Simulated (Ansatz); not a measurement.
# BH3O2S, SMILES OB(O)S: an atomisation energy

Computed with Ansatz 0.2.0 through its Python package.

`tae_bh3o2s.py`:
```python
"""Energy to split BH3O2S into its atoms."""

from collections import Counter

import ansatz
from ase import Atoms

BASIS = "6-31G*"
LEVEL = "mp2"


def single_point(molecule, charge=0, unpaired=0):
    calc = molecule.calculation().basis(gaussian=BASIS).correlation(LEVEL)
    if charge:
        calc = calc.charge(charge)
    if unpaired:
        calc = calc.spin("collinear", total=unpaired)
    report = calc.run(threads=1, pin="off").report
    if report["published_state_doubts"]:
        print("  doubts:", report["published_state_doubts"])
    return report["free_energy_ev"]

atoms = Atoms(["O", "B", "O", "S", "H", "H", "H"], positions=[
    (-0.8055, 1.1935, 0.2317),
    (-0.0707, 0.0057, 0.2092),
    (1.1932, -0.0356, 0.8732),
    (-0.6433, -1.5064, -0.683),
    (-0.5541, 1.7249, -0.603),
    (1.0147, -0.3142, 1.808),
    (-0.0731, -1.136, -1.8819),
])
geometry = ansatz.Crystal.molecule_from_ase(atoms)

# Hund ground states
unpaired = {"O": 2, "B": 1, "S": 2, "H": 1}
counts = Counter(site.symbol for site in geometry.cartesian_sites)
atom_energy = {s: single_point(ansatz.Crystal.molecule().atom(s, (0, 0, 0)), 0, unpaired[s]) for s in counts}
whole = single_point(geometry, 0, 0)
for s, e in atom_energy.items():
    print(f"{s:2s} x{counts[s]}  {e:14.5f} eV")
print(f"BH3O2S: {whole:.5f} eV")
split = sum(counts[s] * e for s, e in atom_energy.items()) - whole
print(f"atomisation energy (no zero-point term): {split:.3f} eV, {split / sum(counts.values()):.3f} eV an atom")
```

```console
$ python tae_bh3o2s.py
O  x2     -2037.58957 eV
B  x1      -668.27674 eV
S  x1    -10817.97849 eV
H  x3       -13.55761 eV
BH3O2S: -15627.28949 eV
atomisation energy (no zero-point term): 25.182 eV, 3.597 eV an atom
```

25.182 eV from the electronic energies, without the zero-point term.

Caveats:
- Total energies depend on the basis set; only differences at equal settings carry meaning.
- The geometry is a force-field or estimated start, not a minimum of this method, and the basis set is short of its limit. All parts are taken at fixed geometry, without zero-point energy.
- In double-zeta sets correlated atomisation energies come out some 10 to 15 % low.
- Hardware and time: 1.5 s on 1 thread of Arm Neoverse V1, on a shared host, peak memory 0.18 GiB.
